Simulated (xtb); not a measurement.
# C2H7FGeS (SMILES FC[CH2][GeH2][SH]) at GFN2-xTB

Aim: a structure relaxation of C2H7FGeS. 

The calculation is run with xtb 6.7.1.

1 further run of the same task is left out (set aside as unsound or not needed).

### 1 The molecule

C2H7FGeS: 12 atoms, total charge 0, spin state singlet. As SMILES, `FC[CH2][GeH2][SH]`. All atoms were displaced at random from a relaxed shape. The run starts from this shape.

Bond lengths: F1–C2 1.287 Å, C2–C3 1.583 Å, C3–Ge4 1.961 Å, Ge4–S5 2.227 Å, C2–H6 1.026 Å, C2–H7 1.004 Å, C3–H8 1.081 Å, C3–H9 1.049 Å, Ge4–H10 1.509 Å, Ge4–H11 1.633 Å, S5–H12 1.363 Å. Some angles: F1–C2–C3 107.8°, C2–C3–Ge4 108.3°, C3–Ge4–S5 108.2°, F1–C2–H6 108.6°, F1–C2–H7 104.8°, C3–C2–H6 106.1°, C3–C2–H7 118.8°, C2–C3–H8 106.1°, C2–C3–H9 113.1°, Ge4–C3–H8 109.5°.

### 2 A structure relaxation at GFN2-xTB

Input file .CHRG:

```
0
```

Input file .UHF:

```
0
```

Input file xcontrol:

```
$opt
   hessian=swart
$end
```

Input file geom.xyz:

```xyz
12
start
F     -1.92135    -0.33687    -0.22435
C     -1.36195    -0.11132     0.91288
C      0.10863    -0.69411     0.85309
Ge     0.95369    -0.06741    -0.80128
S      0.71701     2.14406    -0.90712
H     -1.85339    -0.65211     1.63300
H     -1.48589     0.87291     1.06814
H      0.63002    -0.27900     1.70387
H      0.14249    -1.73813     0.94939
H      2.35231    -0.62074    -0.91712
H      0.10892    -0.65730    -2.06834
H      1.41910     2.18357    -2.07525
```

Command:

```sh
$ xtb --opt tight -I xcontrol -- geom.xyz > xtb.out
```

**Question.** What will come out? Wanted: total energy at the end; dipole moment; HOMO energy; LUMO energy; HOMO–LUMO gap; dispersion energy; mean polarisability.

Computed results:

At GFN2-xTB:

| quantity | value |
| --- | --- |
| total energy at the end | -17.77643 Eh |
| dipole moment | 2.26 D |
| HOMO energy | -10.49 eV |
| LUMO energy | -5.17 eV |
| HOMO–LUMO gap | 5.31 eV |
| dispersion energy | -20.04 kJ/mol |
| mean polarisability (D4 model) | 78.2 bohr³ |

**Reading.** At the final geometry: Bond lengths: F1–C2 1.382 Å, C2–C3 1.514 Å, C3–Ge4 1.988 Å, Ge4–S5 2.213 Å, C2–H6 1.094 Å, C2–H7 1.094 Å, C3–H8 1.089 Å, C3–H9 1.090 Å, Ge4–H10 1.517 Å, Ge4–H11 1.506 Å, S5–H12 1.325 Å. Some angles: F1–C2–C3 108.1°, C2–C3–Ge4 108.4°, C3–Ge4–S5 106.9°, F1–C2–H6 106.9°, F1–C2–H7 106.2°, C3–C2–H6 113.5°, C3–C2–H7 111.6°, C2–C3–H8 109.8°, C2–C3–H9 110.2°, Ge4–C3–H8 111.2°. The optimisation took 20 steps and changed the energy by -0.733 eV. Mulliken charges run from -0.30 on S5 to +0.18 on Ge4.
